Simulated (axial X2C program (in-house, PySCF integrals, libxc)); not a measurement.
# A two-component session on GaB⁺: EOM-EA-CCSD levels

Aim: EOM-EA-CCSD levels of GaB⁺, with spin–orbit coupling in the Hamiltonian from the start.

The runs use an in-house X2C program for linear molecules on PySCF integrals; two-component X2C with atomic mean-field terms, Ga dyall-acv3z, B dyall-av3z.

All values are calculated.

### Step 1. Input

The input, task.json:

```json
{
 "zs": [
  31,
  5
 ],
 "q": 1,
 "bas": [
  "dyall-acv3z",
  "dyall-av3z"
 ],
 "r0": 2.09,
 "eom": "ea",
 "thr": -2.0,
 "nmax": 92,
 "grid": [
  1,
  0.96,
  1.045,
  0.92,
  1.09,
  1.15
 ]
}
```

Keys: zs atomic numbers; q charge; bas basis sets; r0 starting distance in Å; eom kind of EOM run; thr threshold in hartree for freezing inner shells (an s shell follows its p shell); nmax most natural virtual spinors; grid distances as factors.

The run is started by

```sh
$ python soeom.py task.json out
```

After this run come: EOM-EA-CCSD at 2.792 Å.

**Question.** What will these runs give? Wanted: next root led by one particle; T1 of the reference; lowest state, Re and ωe.

As calculated:

| quantity | value |
| --- | --- |
| lowest root at 2.792 Å | Ω = 1/2, 13.500 eV |
| next root led by one particle | Ω = 1/2, about 4650 cm⁻¹ higher |
| T1 of the reference | 0.011 |
| lowest state, Re and ωe | 2.858 Å, 192.2 cm⁻¹ |

The added electron is bound by 13.50 eV in a spinor of 66% B pσ, 23% Ga pσ, 6% Ga sσ. Errors of 0.1 to 0.3 eV are usual at this size, and roots led by higher excitations are left out, so the list is incomplete, and low states of that kind can be missing.
